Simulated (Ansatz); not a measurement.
# C4H9AlF2: up Jacob's ladder to CCSD(T)

One table from this session's results is given with a row withheld; the runs are named, their logs left out.

Program: Ansatz 0.2.0, Gaussian basis. Level of theory: functionals in def2-TZVPP, the program's frozen cores in correlated methods. These are calculated values, not measurements.

Levels to be run: LDA (SPW92), PBE-D4, revPBE-D4, BLYP-D4, r2SCAN-D4, B97M-V, PBE0-D4, B3LYP-D4, r2SCANh-D4, r2SCAN0-D4, HSE06-D4, BHLYP-D4, CAM-B3LYP-D4, LC-ωPBE, ωB97X-V, ωB97M-V, B2PLYP, PBE-QIDH; CCSD(T)/def2-SVP; MP2/def2-TZVPP; MP2/def2-QZVPP; RPA on PBE.

**The geometry**

All runs share one geometry, relaxed beforehand with PBE0-D4 in a triple-zeta def2 set.

SMILES `CC(C)[CH2][Al]([F])[F]`, 16 atoms, charge 0, spin multiplicity 1.

Atoms are counted from 1 here; the program's logs count them from 0.

Bond lengths: C1–C2 1.523 Å, C1–H8 1.093 Å, C1–H9 1.093 Å, C1–H10 1.095 Å, C2–C3 1.522 Å, C2–C4 1.532 Å, C2–H11 1.097 Å, C3–H12 1.096 Å, C3–H13 1.095 Å, C3–H14 1.093 Å, C4–Al5 1.938 Å, C4–H15 1.098 Å, C4–H16 1.098 Å, Al5–F6 1.645 Å, Al5–F7 1.646 Å. Angles: C2–C1–H8 111.4°, C2–C1–H9 111.3°, C2–C1–H10 110.6°, H8–C1–H9 108.0°, H8–C1–H10 107.8°, H9–C1–H10 107.7°, C1–C2–C3 110.7°, C1–C2–C4 111.1°, C1–C2–H11 108.0°, C3–C2–C4 110.9°, C3–C2–H11 107.7°, C4–C2–H11 108.3°, C2–C3–H12 111.7°, C2–C3–H13 110.7°, C2–C3–H14 111.6°, H12–C3–H13 108.1°, H12–C3–H14 106.9°, H13–C3–H14 107.6° and more.

Set-up of the first run:

in.yaml

```yaml
crystal:
  periodic: [false, false, false]
  atoms:
    - {symbol: C, position_ang: [0.082369, -1.936692, 0.096093]}
    - {symbol: C, position_ang: [0.368228, -0.441516, 0.137698]}
    - {symbol: C, position_ang: [0.793355, 0.064465, -1.233743]}
    - {symbol: C, position_ang: [-0.844840, 0.337494, 0.657046]}
    - {symbol: Al, position_ang: [-0.582153, 2.254388, 0.767593]}
    - {symbol: F, position_ang: [-1.829317, 3.322115, 0.664246]}
    - {symbol: F, position_ang: [0.910142, 2.910100, 0.999184]}
    - {symbol: H, position_ang: [0.956256, -2.500478, -0.241330]}
    - {symbol: H, position_ang: [-0.201924, -2.313234, 1.081640]}
    - {symbol: H, position_ang: [-0.741079, -2.151498, -0.592469]}
    - {symbol: H, position_ang: [1.204714, -0.276318, 0.827736]}
    - {symbol: H, position_ang: [1.095032, 1.118068, -1.201624]}
    - {symbol: H, position_ang: [-0.025415, -0.033546, -1.954102]}
    - {symbol: H, position_ang: [1.645677, -0.497613, -1.622664]}
    - {symbol: H, position_ang: [-1.713478, 0.152759, 0.011271]}
    - {symbol: H, position_ang: [-1.140565, -0.031192, 1.647726]}
basis:
  gaussian: {orbitals: def2-TZVPP}
hamiltonian: {xc: lda}
output: {orbitals: {seedname: orbitals}}
```

On the command line:

```console
$ ansatz run in.yaml --threads 4 --pin off --events-out ev --progress --plain --max-ram 11315MiB
```

Among the steps run: LDA; PBE-D4 (GGA); revPBE-D4 (GGA); BLYP-D4 (GGA); r2SCAN-D4 (meta-GGA); B97M-V (meta-GGA); PBE0-D4 (hybrid); B3LYP-D4 (hybrid); r2SCANh-D4 (hybrid); r2SCAN0-D4 (hybrid); HSE06-D4 (hybrid); BHLYP-D4 (hybrid); CAM-B3LYP-D4 (range-separated); LC-ωPBE (range-separated); ωB97X-V (range-separated); ωB97M-V (range-separated); B2PLYP (double hybrid); PBE-QIDH (double hybrid).

One table of the session follows, with a row left open; its other results are not shown here.

It belongs to the step «Frontier levels by functional». 

| functional | HOMO (eV) | gap (eV) |
| --- | --- | --- |
| LDA (SPW92) | -7.32 | 5.78 |
| PBE-D4 | -7.15 | 5.88 |
| revPBE-D4 | -7.07 | 5.95 |
| BLYP-D4 | -7.04 | 5.80 |
| r2SCAN-D4 | ? | ? |
| B97M-V | -7.48 | 6.32 |
| PBE0-D4 | -8.44 | 8.02 |
| B3LYP-D4 | -8.24 | 7.49 |
| r2SCANh-D4 | -7.85 | 7.32 |
| r2SCAN0-D4 | -8.59 | 8.44 |
| HSE06-D4 | -8.04 | 7.25 |
| BHLYP-D4 | -9.66 | 9.93 |
| CAM-B3LYP-D4 | -9.84 | 10.24 |
| LC-ωPBE | -11.15 | 12.88 |
| ωB97X-V | -10.80 | 12.30 |
| ωB97M-V | -10.68 | 11.80 |

**Question.** Estimate the row for r2SCAN-D4.

Worked estimate for «HOMO (eV)». Against the share of exact exchange, r2SCANh-D4 (0.1, -7.85), r2SCAN0-D4 (0.25, -8.59) give a slope of -4.93 per unit share; at 0 the line stands at -7.36.

The run gave: HOMO (eV): -7.37; gap (eV): 6.57. In «HOMO (eV)» the line misses by +0.01.
